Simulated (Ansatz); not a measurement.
# GaBHS (quartet): the correlation ladder at a displaced geometry (v1), cc-pVDZ

One table from this session's results is given with a row withheld; the runs are named, their logs left out.

Method: cc-pVDZ, core rule «outside noble gas», up to 20 orbitals frozen; program: Ansatz 0.2.0, Gaussian basis.

Plan: UHF; CCSD(T) on ROHF; CCSD(T) on UHF; BCCD(T) on ROHF; CISD as a restricted active space (open shells left free, so some higher excitations enter); CCSDT(Q) on ROHF; CCSDT(Q) on UHF.

20 further runs of the same task are left out: 1 for a known fault of the program, 9 that didn't finish, 10 set aside as unsound or not needed. Runs told in other sessions of the task aren't counted.

### What is computed

The geometry is a PBE0/def2-TZVP stationary point (not a proven minimum) with its atoms shifted at random (size 0.040 Å). No spin-orbit coupling is included. The filled d shell of Ga may be among the frozen orbitals whatever the setting's name suggests.

4 atoms, charge 0, spin multiplicity 4.

Atoms are counted from 1 here; the program's logs count them from 0.

Bond lengths: B1–S2 1.768 Å, B1–H4 1.175 Å, S2–Ga3 2.276 Å. Angles: S2–B1–H4 122.4°, B1–S2–Ga3 107.6°.

The first run:

File in.yaml:

```yaml
crystal:
  periodic: [false, false, false]
  atoms:
    - {symbol: B, position_ang: [-0.028196, -0.976920, 2.189634]}
    - {symbol: S, position_ang: [-0.029030, 0.514672, 1.240159]}
    - {symbol: Ga, position_ang: [0.018934, -0.071092, -0.958473]}
    - {symbol: H, position_ang: [-0.083842, -0.976982, 3.363087]}
basis:
  gaussian: {orbitals: cc-pVDZ}
magnetization: {spin_polarized: true, initial_magnetization: 3}
hamiltonian: {xc: hf}
output: {orbitals: {seedname: orbitals}}
```

Run with:

```bash
ansatz run in.yaml --threads 1 --pin off --events-out ev --progress --plain --max-ram 2393MiB
```

Among the steps run: UHF; CCSD(T) on ROHF; CCSD(T) on UHF; BCCD(T) on ROHF; CISD as a restricted active space (open shells left free, so some higher excitations enter); CCSDT(Q) on ROHF; CCSDT(Q) on UHF.

One table of the session follows, with a row left open; its other results are not shown here.

It belongs to the step «Misses and costs». 

| method | from UCCSDT(Q) (kcal/mol) |
| --- | --- |
| ROHF | +163.48 |
| UHF | +160.99 |
| RMP2 | +27.11 |
| UMP2 | ? |
| RCCSD | +7.54 |
| UCCSD | +7.12 |
| RCCSD(T) | +1.61 |
| UCCSD(T) | +1.30 |
| BCCD(T) | +1.58 |
| RCCSDT | +0.79 |
| UCCSDT | +0.46 |
| RCCSDT(Q) | +0.37 |
| UCCSDT(Q) | 0 |

Estimate the missing values for UMP2.

The run gave: from UCCSDT(Q) (kcal/mol): +26.58. In the column «from UCCSDT(Q) (kcal/mol)» it lies between RCCSD (+7.54) and RMP2 (+27.11).

Not comparable, so not listed: CISD as a restricted active space (open shells left free, so some higher excitations enter) (they don't share determinant, frozen orbitals or solution with the rows shown, or repeat one).

Caveats from the session: Restricted and unrestricted rows rest on different reference determinants; a gap between their highest levels can come from leftover correlation error, from unlike frozen cores or from another state.
